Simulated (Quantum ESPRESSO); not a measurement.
A run of Quantum ESPRESSO 7.5 is set up as follows.

pw.in

```
&CONTROL
  calculation = 'scf'
  prefix = 'pwscf'
  outdir = './tmp'
  pseudo_dir = './pseudo'
  tprnfor = .true.
  tstress = .true.
  disk_io = 'low'
/
&SYSTEM
  ibrav = 0
  celldm(1) = 8
  nat = 2
  ntyp = 2
  ecutwfc = 45
  ecutrho = 360
  nbnd = 19
  occupations = 'smearing'
  smearing = 'fd'
  degauss = 0.00367493
/
&ELECTRONS
  conv_thr = 4d-10
  electron_maxstep = 120
  mixing_beta = 0.3
/
ATOMIC_SPECIES
Te   127.6000 te_pbesol_v1.uspp.F.UPF
Nb    92.9064 nb_pbesol_v1.uspp.F.UPF
CELL_PARAMETERS alat
  0.8747009296473   0.0000000000000   0.0000000000000
 -0.4373504648236   0.7575132257982   0.0000000000000
  0.0000000000000   0.0000000000000   0.8726308795725
ATOMIC_POSITIONS crystal
Te     0.6666666667    0.3333333333    0.0000000000
Nb     0.0000000000    0.0000000000    0.5000000000
K_POINTS automatic
8 8 7 0 0 0
HUBBARD {atomic}
U Nb-4d 5.0
```

File pp_density.in:

```
&INPUTPP
  prefix = 'pwscf'
  outdir = './tmp'
  filplot = 'density.dat'
  plot_num = 0
/
&PLOT
  nfile = 1
  filepp(1) = 'density.dat'
  iflag = 3
  output_format = 6
  fileout = 'density.cube'
/
```

Contents of pp_potential.in:

```
&INPUTPP
  prefix = 'pwscf'
  outdir = './tmp'
  filplot = 'potential.dat'
  plot_num = 11
/
&PLOT
  nfile = 1
  filepp(1) = 'potential.dat'
  iflag = 3
  output_format = 6
  fileout = 'potential.cube'
/
```

The input nscf.in:

```
&CONTROL
  calculation = 'nscf'
  prefix = 'pwscf'
  outdir = './tmp'
  pseudo_dir = './pseudo'
  disk_io = 'low'
/
&SYSTEM
  ibrav = 0
  celldm(1) = 8
  nat = 2
  ntyp = 2
  ecutwfc = 45
  ecutrho = 360
  nbnd = 19
  occupations = 'tetrahedra_opt'
/
&ELECTRONS
  conv_thr = 1d-08
  electron_maxstep = 120
  mixing_beta = 0.3
  startingwfc = 'random'
/
ATOMIC_SPECIES
Te   127.6000 te_pbesol_v1.uspp.F.UPF
Nb    92.9064 nb_pbesol_v1.uspp.F.UPF
CELL_PARAMETERS alat
  0.8747009296473   0.0000000000000   0.0000000000000
 -0.4373504648236   0.7575132257982   0.0000000000000
  0.0000000000000   0.0000000000000   0.8726308795725
ATOMIC_POSITIONS crystal
Te     0.6666666667    0.3333333333    0.0000000000
Nb     0.0000000000    0.0000000000    0.5000000000
K_POINTS automatic
12 12 11 0 0 0
HUBBARD {atomic}
U Nb-4d 5.0
```

projwfc.in

```
&PROJWFC
  prefix = 'pwscf'
  outdir = './tmp'
  filpdos = 'p'
  Emin = -2
  Emax = 23
  DeltaE = 0.05
/
```

Potentials or basis: GBRV 1.5 PBEsol.

Launch:

```sh
$ OMP_NUM_THREADS=1 mpirun -n 2 pw.x -nk 2 -in pw.in > pw.out
$ OMP_NUM_THREADS=1 mpirun -n 1 pp.x -in pp_density.in > pp_density.out
$ OMP_NUM_THREADS=1 mpirun -n 1 pp.x -in pp_potential.in > pp_potential.out
$ OMP_NUM_THREADS=1 mpirun -n 2 pw.x -nk 2 -in nscf.in > nscf.out
$ OMP_NUM_THREADS=1 mpirun -n 1 projwfc.x -in projwfc.in > projwfc.out
```

(1) Estimate the Loewdin charges.

(2) Estimate the pressure.

Results:

(1) Te +1.16; Nb -1.10 e.

(2) -10.7 GPa.

Caveat: U without spin polarisation on a metal has little footing; the U is typed as a test and isn't derived for this compound.
